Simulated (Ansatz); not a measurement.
**CH₉FN₂Si₂: up Jacob's ladder to CCSD(T)**

One table from this session's results is given with a row withheld; the runs are named, their logs left out.

Computed with Ansatz 0.2.0, Gaussian basis. Level: functionals in def2-TZVPP, the program's frozen cores in correlated methods.

The runs, in order: PBE-D4, r2SCAN-D4, PBE0-D4, B3LYP-D4, ωB97X-V, ωB97M-V, B2PLYP; CCSD(T)/def2-TZVPP; MP2/def2-QZVPP; extrapolation to the limit.

## Structure used throughout

The geometry comes from an earlier relaxation with PBE0-D4 in a triple-zeta def2 set; it is a stationary point, not always the lowest conformer.

15 atoms, charge 0, spin multiplicity 1.

Atoms are counted from 1 here; the program's logs count them from 0.

Bond lengths: N1–Si2 1.738 Å, N1–H7 1.009 Å, N1–H8 1.010 Å, Si2–C3 1.867 Å, Si2–H9 1.485 Å, Si2–H10 1.494 Å, C3–Si4 1.857 Å, C3–H11 1.096 Å, C3–H12 1.096 Å, Si4–N5 1.694 Å, Si4–F6 1.610 Å, Si4–H13 1.483 Å, N5–H14 1.006 Å, N5–H15 1.012 Å. Angles: Si2–N1–H7 116.7°, Si2–N1–H8 117.8°, H7–N1–H8 109.2°, N1–Si2–C3 109.2°, N1–Si2–H9 105.8°, N1–Si2–H10 113.6°, C3–Si2–H9 111.8°, C3–Si2–H10 108.6°, H9–Si2–H10 107.9°, Si2–C3–Si4 115.5°, Si2–C3–H11 107.8°, Si2–C3–H12 108.6°, Si4–C3–H11 108.9°, Si4–C3–H12 108.8°, H11–C3–H12 106.8°, C3–Si4–N5 108.8°, C3–Si4–F6 106.2°, C3–Si4–H13 114.4° and more.

The first run:

The input, in.yaml:

```yaml
crystal:
  periodic: [false, false, false]
  atoms:
    - {symbol: N, position_ang: [-1.598085, 1.030152, -0.577059]}
    - {symbol: Si, position_ang: [-1.148284, -0.610757, -0.930882]}
    - {symbol: C, position_ang: [0.699584, -0.794919, -0.740107]}
    - {symbol: Si, position_ang: [1.375353, -0.388008, 0.940777]}
    - {symbol: N, position_ang: [0.882040, 1.176569, 1.364213]}
    - {symbol: F, position_ang: [0.843113, -1.541607, 1.930243]}
    - {symbol: H, position_ang: [-2.569308, 1.197453, -0.358379]}
    - {symbol: H, position_ang: [-1.268309, 1.753541, -1.200287]}
    - {symbol: H, position_ang: [-1.889384, -1.452370, 0.042986]}
    - {symbol: H, position_ang: [-1.531820, -1.053618, -2.305526]}
    - {symbol: H, position_ang: [0.960328, -1.830278, -0.987388]}
    - {symbol: H, position_ang: [1.193033, -0.158206, -1.483551]}
    - {symbol: H, position_ang: [2.852648, -0.468448, 1.041770]}
    - {symbol: H, position_ang: [1.245227, 1.663039, 2.166032]}
    - {symbol: H, position_ang: [-0.046156, 1.477457, 1.097179]}
basis:
  gaussian: {orbitals: def2-TZVPP}
hamiltonian: {xc: pbe, dispersion: d4}
output: {forces: true, orbitals: {seedname: orbitals}}
```

Run with:

```bash
$ ansatz run in.yaml --threads 2 --pin off --events-out ev --progress --plain --max-ram 22528MiB --backend cuda --devices 0, --max-vram 18GiB
```

Among the steps run: PBE-D4 (GGA); r2SCAN-D4 (meta-GGA); PBE0-D4 (hybrid); B3LYP-D4 (hybrid); ωB97X-V (range-separated); ωB97M-V (range-separated); B2PLYP (double hybrid); CCSD(T) in def2-TZVPP; MP2 in def2-QZVPP.

One table of the session follows, with a row left open; its other results are not shown here.

| method | atomisation energy (kJ/mol) |
| --- | --- |
| PBE-D4 | 5470.4 |
| r2SCAN-D4 | 5409.9 |
| PBE0-D4 | 5393.2 |
| B3LYP-D4 | 5434.6 |
| ωB97X-V | ? |
| ωB97M-V | 5453.2 |
| B2PLYP | 5366.1 |
| HF/def2-TZVPP | 3926.6 |
| MP2/def2-TZVPP | 5338.2 |
| CCSD/def2-TZVPP | 5207.5 |
| CCSD(T)/def2-TZVPP | 5276.6 |
| MP2/CBS | 5501.9 |
| CCSD(T)/CBS | 5440.3 |

**Question.** Estimate the row for ωB97X-V.

As computed: atomisation energy (kJ/mol): 5459.2. In the column «atomisation energy (kJ/mol)» it lies between ωB97M-V (5453.2) and PBE-D4 (5470.4).
